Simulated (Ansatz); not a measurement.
# C8H18F2Sn: the cost of one run

The runs use Ansatz 0.2.0, Gaussian basis; one geometry, several basis sets.

Levels to be run: PBE0-D4/def2-SVP; ωB97M-V/def2-SVP; PBE0-D4/def2-QZVPP; ωB97M-V/def2-QZVPP; the functionals' def2-TZVPP values are taken from earlier runs.

## Step 1: Structure used throughout

The geometry comes from an earlier relaxation with PBE0-D4 in a triple-zeta def2 set; it is a stationary point, not always the lowest conformer. Sn takes the def2 core potential; no spin-orbit term is included.

29 atoms, charge 0, spin multiplicity 1.

Atoms are counted from 1 here; the program's logs count them from 0.

Bond lengths: C1–C2 1.522 Å, C1–H12 1.098 Å, C1–H13 1.094 Å, C1–H14 1.093 Å, C2–C3 1.522 Å, C2–C4 1.522 Å, C2–Sn5 2.164 Å, C3–H15 1.094 Å, C3–H16 1.093 Å, C3–H17 1.098 Å, C4–H18 1.092 Å, C4–H19 1.098 Å, C4–H20 1.092 Å, Sn5–F6 1.936 Å, Sn5–F7 1.936 Å, Sn5–C8 2.164 Å, C8–C9 1.522 Å, C8–C10 1.522 Å and more. Angles: C2–C1–H12 109.4°, C2–C1–H13 112.3°, C2–C1–H14 112.0°, H12–C1–H13 107.2°, H12–C1–H14 107.5°, H13–C1–H14 108.3°, C1–C2–C3 111.1°, C1–C2–C4 110.7°, C1–C2–Sn5 108.8°, C3–C2–C4 110.7°, C3–C2–Sn5 108.9°, C4–C2–Sn5 106.4°, C2–C3–H15 112.3°, C2–C3–H16 112.0°, C2–C3–H17 109.4°, H15–C3–H16 108.3°, H15–C3–H17 107.2°, H16–C3–H17 107.4° and more.

## Step 2: PBE0-D4 in def2-SVP

Contents of in.yaml:

```yaml
crystal:
  periodic: [false, false, false]
  atoms:
    - {symbol: C, position_ang: [-1.826168, -1.862426, -0.366352]}
    - {symbol: C, position_ang: [-1.946833, -0.363939, -0.127642]}
    - {symbol: C, position_ang: [-2.260829, -0.066023, 1.331638]}
    - {symbol: C, position_ang: [-3.001798, 0.244289, -1.041240]}
    - {symbol: Sn, position_ang: [-0.070098, 0.578928, -0.647932]}
    - {symbol: F, position_ang: [-0.431180, 2.478189, -0.538428]}
    - {symbol: F, position_ang: [0.104298, 0.287166, -2.554215]}
    - {symbol: C, position_ang: [1.940730, 0.367369, 0.122569]}
    - {symbol: C, position_ang: [1.947327, 0.766703, 1.591405]}
    - {symbol: C, position_ang: [2.816028, 1.306680, -0.695437]}
    - {symbol: C, position_ang: [2.388127, -1.076795, -0.053676]}
    - {symbol: H, position_ang: [-2.788199, -2.345158, -0.151175]}
    - {symbol: H, position_ang: [-1.078559, -2.327399, 0.282886]}
    - {symbol: H, position_ang: [-1.569066, -2.091775, -1.403466]}
    - {symbol: H, position_ang: [-1.521230, -0.498031, 2.012072]}
    - {symbol: H, position_ang: [-2.319387, 1.007754, 1.526566]}
    - {symbol: H, position_ang: [-3.234391, -0.501052, 1.591887]}
    - {symbol: H, position_ang: [-2.784438, 0.056998, -2.095376]}
    - {symbol: H, position_ang: [-3.977996, -0.204557, -0.815547]}
    - {symbol: H, position_ang: [-3.089924, 1.323840, -0.899011]}
    - {symbol: H, position_ang: [2.972024, 0.709797, 1.980744]}
    - {symbol: H, position_ang: [1.597417, 1.791592, 1.737969]}
    - {symbol: H, position_ang: [1.330875, 0.103137, 2.204842]}
    - {symbol: H, position_ang: [2.809090, 1.048461, -1.756898]}
    - {symbol: H, position_ang: [3.852427, 1.236728, -0.339979]}
    - {symbol: H, position_ang: [2.499298, 2.347583, -0.596798]}
    - {symbol: H, position_ang: [3.424448, -1.182854, 0.292159]}
    - {symbol: H, position_ang: [1.779589, -1.774128, 0.529444]}
    - {symbol: H, position_ang: [2.358717, -1.389374, -1.100507]}
basis:
  gaussian: {orbitals: def2-SVP}
hamiltonian: {xc: pbe0, dispersion: d4}
output: {orbitals: {seedname: orbitals}}
```

The run is started by

```bash
ansatz run in.yaml --threads 11 --pin off --events-out ev --progress --plain --max-ram 174080MiB --backend cpu
```

**Question.** How long does this run take on 11 threads of AMD EPYC 7R13, shared host, and how much memory does it need?

About 3.5 s, with a peak of 1.6 GiB.
